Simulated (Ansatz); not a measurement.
# C2H6Cl2Si: up Jacob's ladder to CCSD(T)

An exercise on one series of results from a longer session: the logs are not shown, and one member is left open.

The runs use Ansatz 0.2.0, Gaussian basis; functionals in def2-TZVPP, the program's frozen cores in correlated methods.

The runs, in order: PBE-D4, r2SCAN-D4, PBE0-D4, B3LYP-D4, ωB97X-V, ωB97M-V, B2PLYP; CCSD(T)/def2-TZVPP; MP2/def2-QZVPP; extrapolation to the limit.

### The relaxed structure

All runs share one geometry, relaxed beforehand with PBE0-D4 in a triple-zeta def2 set.

SMILES `CC([SiH3])(Cl)Cl`, 11 atoms, charge 0, spin multiplicity 1.

Atoms are counted from 1 here; the program's logs count them from 0.

Bond lengths: C1–C2 1.510 Å, C1–H6 1.092 Å, C1–H7 1.091 Å, C1–H8 1.092 Å, C2–Si3 1.903 Å, C2–Cl4 1.792 Å, C2–Cl5 1.792 Å, Si3–H9 1.485 Å, Si3–H10 1.479 Å, Si3–H11 1.485 Å. Angles: C2–C1–H6 109.8°, C2–C1–H7 110.6°, C2–C1–H8 109.8°, H6–C1–H7 108.8°, H6–C1–H8 109.1°, H7–C1–H8 108.8°, C1–C2–Si3 114.9°, C1–C2–Cl4 109.4°, C1–C2–Cl5 109.4°, Si3–C2–Cl4 106.9°, Si3–C2–Cl5 106.9°, Cl4–C2–Cl5 109.2°, C2–Si3–H9 108.0°, C2–Si3–H10 108.8°, C2–Si3–H11 108.0°, H9–Si3–H10 111.0°, H9–Si3–H11 109.9°, H10–Si3–H11 111.0°.

The first run:

in.yaml

```yaml
crystal:
  periodic: [false, false, false]
  atoms:
    - {symbol: C, position_ang: [-1.308638, 0.340330, 0.464766]}
    - {symbol: C, position_ang: [-0.059695, 0.490668, -0.369601]}
    - {symbol: Si, position_ang: [1.281459, -0.821538, -0.050627]}
    - {symbol: Cl, position_ang: [-0.488462, 0.385729, -2.106244]}
    - {symbol: Cl, position_ang: [0.685415, 2.087113, -0.042562]}
    - {symbol: H, position_ang: [-1.055016, 0.406188, 1.524793]}
    - {symbol: H, position_ang: [-2.026734, 1.126622, 0.225082]}
    - {symbol: H, position_ang: [-1.769833, -0.629699, 0.268138]}
    - {symbol: H, position_ang: [1.673963, -0.739792, 1.379249]}
    - {symbol: H, position_ang: [2.435882, -0.546741, -0.933938]}
    - {symbol: H, position_ang: [0.696860, -2.155982, -0.338356]}
basis:
  gaussian: {orbitals: def2-TZVPP}
hamiltonian: {xc: pbe, dispersion: d4}
output: {forces: true, orbitals: {seedname: orbitals}}
```

Started as:

```console
> ansatz run in.yaml --threads 4 --pin off --events-out ev --progress --plain --max-ram 10444MiB
```

Among the steps run: PBE-D4 (GGA); r2SCAN-D4 (meta-GGA); PBE0-D4 (hybrid); B3LYP-D4 (hybrid); ωB97X-V (range-separated); ωB97M-V (range-separated); B2PLYP (double hybrid); CCSD(T) in def2-TZVPP; MP2 in def2-QZVPP.

One table of the session follows, with a row left open; its other results are not shown here.

```
            method  atomisation energy (eV)
            PBE-D4                   38.592
         r2SCAN-D4                   38.149
           PBE0-D4                   38.136
          B3LYP-D4                   37.852
           ωB97X-V                   38.194
           ωB97M-V                   38.183
            B2PLYP                   37.413
     HF/def2-TZVPP                   27.961
    MP2/def2-TZVPP                   37.581
   CCSD/def2-TZVPP                   36.446
CCSD(T)/def2-TZVPP                   37.043
           MP2/CBS                   38.606
       CCSD(T)/CBS                        ?
```

Estimate the missing values for CCSD(T)/CBS.

As computed: atomisation energy (eV): 38.068. In the column «atomisation energy (eV)» it lies between B3LYP-D4 (37.852) and PBE0-D4 (38.136).

Limits of these values: Free atoms (2 C, 1 Si, 2 Cl, 6 H) were run apart at each level; the atomisation energy is their sum less the molecule, without zero-point or spin-orbit terms.
